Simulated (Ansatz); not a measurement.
# MgO2: the cost of one run

Method: DFT r2SCAN, scalar-relativistic, plane waves, PAW, in Ansatz 0.2.0.

1 further run of the same task is left out (set aside as unsound or not needed).

### 1 The starting structure

Symmetry: Pa-3, No. 205, cubic system. Conventional cell: a = 4.834 Å, b = 4.834 Å, c = 4.834 Å, α = 90.00°, β = 90.00°, γ = 90.00°. Mg (site symmetry -3) is surrounded by 6 O at 2.08 Å. O (site symmetry 3) has 1 O at 1.49 Å and 3 Mg at 2.08 Å in its first shell of neighbours.

As a file:

```
CELL_PARAMETERS angstrom
4.83417 0.00000 0.00000
0.00000 4.83417 0.00000
0.00000 0.00000 4.83417
ATOMIC_POSITIONS crystal
Mg 0.00000 0.50000 0.50000
Mg 0.50000 0.50000 0.00000
Mg 0.50000 0.00000 0.50000
Mg 0.00000 0.00000 0.00000
O 0.41117 0.08883 0.91117
O 0.08883 0.91117 0.41117
O 0.91117 0.41117 0.08883
O 0.58883 0.58883 0.58883
O 0.41117 0.41117 0.41117
O 0.08883 0.58883 0.91117
O 0.91117 0.08883 0.58883
O 0.58883 0.91117 0.08883
```

It goes back to an entry of the Materials Project, which need not be the stable form.

This cell was relaxed beforehand with the same method: volume 9.41 Å³/atom, gap on the mesh 4.71 eV.

### 2 Zero of the scan

The input, input.yaml:

```yaml
crystal:
  lattice:
    - [4.8341733805, 0.0, 0.0]
    - [0.0, 4.8341733805, 0.0]
    - [0.0, 0.0, 4.8341733805]
  atoms:
    - { symbol: Mg, position: [0.0, 0.5, 0.5] }
    - { symbol: Mg, position: [0.5, 0.5, 0.0] }
    - { symbol: Mg, position: [0.5, 0.0, 0.5] }
    - { symbol: Mg, position: [0.0, 0.0, 0.0] }
    - { symbol: O, position: [0.4111698599, 0.0888301401, 0.9111698599] }
    - { symbol: O, position: [0.0888301401, 0.9111698599, 0.4111698599] }
    - { symbol: O, position: [0.9111698599, 0.4111698599, 0.0888301401] }
    - { symbol: O, position: [0.5888301401, 0.5888301401, 0.5888301401] }
    - { symbol: O, position: [0.4111698599, 0.4111698599, 0.4111698599] }
    - { symbol: O, position: [0.0888301401, 0.5888301401, 0.9111698599] }
    - { symbol: O, position: [0.9111698599, 0.0888301401, 0.5888301401] }
    - { symbol: O, position: [0.5888301401, 0.9111698599, 0.0888301401] }
basis:
  ecutwfc: 500
kpoints:
  mp_grid: { grid: [6, 6, 6] }
hamiltonian:
  xc: r2scan
scf:
  occupations: { method: gaussian, width: 0.05 }
output:
  forces: true
  stress: true
  eigenvalues: true
  write_density: true
  write_potential: true
  elf: true
  volumetric_format: npy
```

Launch:

```console
$ ansatz run input.yaml --threads 2 --pin off --max-ram 5120MiB --backend cpu --events-out ev --progress --plain --runs-dir out
```

**Question.** How long does this run take on 2 threads of Intel Xeon 6975P-C (Granite Rapids), shared host, and how much memory does it need?

About 5.5 s, with a peak of 0.7 GiB.
